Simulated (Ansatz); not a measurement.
**C₃H₅F₂Ga: one species, many methods**

One table from this session's results is given with a row withheld; the runs are named, their logs left out.

Method: functionals in def2-TZVPP, the program's frozen cores in correlated methods; program: Ansatz 0.2.0, Gaussian basis.

Plan: LDA (SPW92), PBE-D4, revPBE-D4, BLYP-D4, r2SCAN-D4, B97M-V, PBE0-D4, B3LYP-D4, r2SCANh-D4, r2SCAN0-D4, HSE06-D4, BHLYP-D4, CAM-B3LYP-D4, LC-ωPBE, ωB97X-V, ωB97M-V, B2PLYP, PBE-QIDH; CCSD(T)/def2-SVP; CCSD(T)/def2-TZVPP; MP2/def2-QZVPP; extrapolation to the limit; RPA on PBE.

### Structure used throughout

The geometry comes from an earlier relaxation with PBE0-D4 in a triple-zeta def2 set; it is a stationary point, not always the lowest conformer.

SMILES `C=C[CH2][Ga]([F])[F]`, 11 atoms, charge 0, spin multiplicity 1.

Atoms are counted from 1 here; the program's logs count them from 0.

Bond lengths: C1–C2 1.325 Å, C1–H7 1.084 Å, C1–H8 1.087 Å, C2–C3 1.494 Å, C2–H9 1.089 Å, C3–Ga4 1.949 Å, C3–H10 1.097 Å, C3–H11 1.097 Å, Ga4–F5 1.749 Å, Ga4–F6 1.748 Å. Angles: C2–C1–H7 120.7°, C2–C1–H8 122.4°, H7–C1–H8 116.8°, C1–C2–C3 126.9°, C1–C2–H9 118.4°, C3–C2–H9 114.6°, C2–C3–Ga4 117.0°, C2–C3–H10 111.0°, C2–C3–H11 111.0°, Ga4–C3–H10 106.2°, Ga4–C3–H11 106.2°, H10–C3–H11 104.6°, C3–Ga4–F5 128.2°, C3–Ga4–F6 121.7°, F5–Ga4–F6 110.1°.

The first run:

File in.yaml:

```yaml
crystal:
  periodic: [false, false, false]
  atoms:
    - {symbol: C, position_ang: [-0.336877, -0.478981, -1.607223]}
    - {symbol: C, position_ang: [-0.277764, -1.097751, -0.436718]}
    - {symbol: C, position_ang: [0.049353, -0.486032, 0.886435]}
    - {symbol: Ga, position_ang: [0.428539, 1.425209, 0.908702]}
    - {symbol: F, position_ang: [0.440459, 2.541402, -0.437218]}
    - {symbol: F, position_ang: [0.820189, 2.266818, 2.390300]}
    - {symbol: H, position_ang: [-0.585242, -1.024336, -2.510068]}
    - {symbol: H, position_ang: [-0.142525, 0.584625, -1.714316]}
    - {symbol: H, position_ang: [-0.485001, -2.166814, -0.404166]}
    - {symbol: H, position_ang: [0.918722, -0.976049, 1.340852]}
    - {symbol: H, position_ang: [-0.764354, -0.645089, 1.604018]}
basis:
  gaussian: {orbitals: def2-TZVPP}
hamiltonian: {xc: lda}
output: {orbitals: {seedname: orbitals}}
```

On the command line:

```bash
$ ansatz run in.yaml --threads 4 --pin off --events-out ev --progress --plain --max-ram 11315MiB
```

Among the steps run: LDA; PBE-D4 (GGA); revPBE-D4 (GGA); BLYP-D4 (GGA); r2SCAN-D4 (meta-GGA); B97M-V (meta-GGA); PBE0-D4 (hybrid); B3LYP-D4 (hybrid); r2SCANh-D4 (hybrid); r2SCAN0-D4 (hybrid); HSE06-D4 (hybrid); BHLYP-D4 (hybrid); CAM-B3LYP-D4 (range-separated); LC-ωPBE (range-separated); ωB97X-V (range-separated); ωB97M-V (range-separated); B2PLYP (double hybrid); PBE-QIDH (double hybrid).

One table of the session follows, with a row left open; its other results are not shown here.

It belongs to the step «Orbital energies across the functionals». 

| functional | HOMO (eV) | gap (eV) |
| --- | --- | --- |
| LDA (SPW92) | -7.06 | 5.07 |
| PBE-D4 | -6.86 | 5.18 |
| revPBE-D4 | -6.79 | 5.25 |
| BLYP-D4 | -6.70 | 5.03 |
| r2SCAN-D4 | -7.07 | 5.65 |
| B97M-V | -7.05 | 5.48 |
| PBE0-D4 | -8.00 | 7.17 |
| B3LYP-D4 | -7.78 | 6.63 |
| r2SCANh-D4 | -7.50 | 6.39 |
| r2SCAN0-D4 | -8.14 | 7.46 |
| HSE06-D4 | ? | ? |
| BHLYP-D4 | -8.98 | 8.87 |
| CAM-B3LYP-D4 | -9.35 | 9.39 |
| LC-ωPBE | -10.75 | 12.08 |
| ωB97X-V | -10.35 | 11.49 |
| ωB97M-V | -10.26 | 11.12 |

Estimate the missing values for HSE06-D4.

The run gave: HOMO (eV): -7.60; gap (eV): 6.39. In the column «HOMO (eV)» it lies between B3LYP-D4 (-7.78) and r2SCANh-D4 (-7.50).
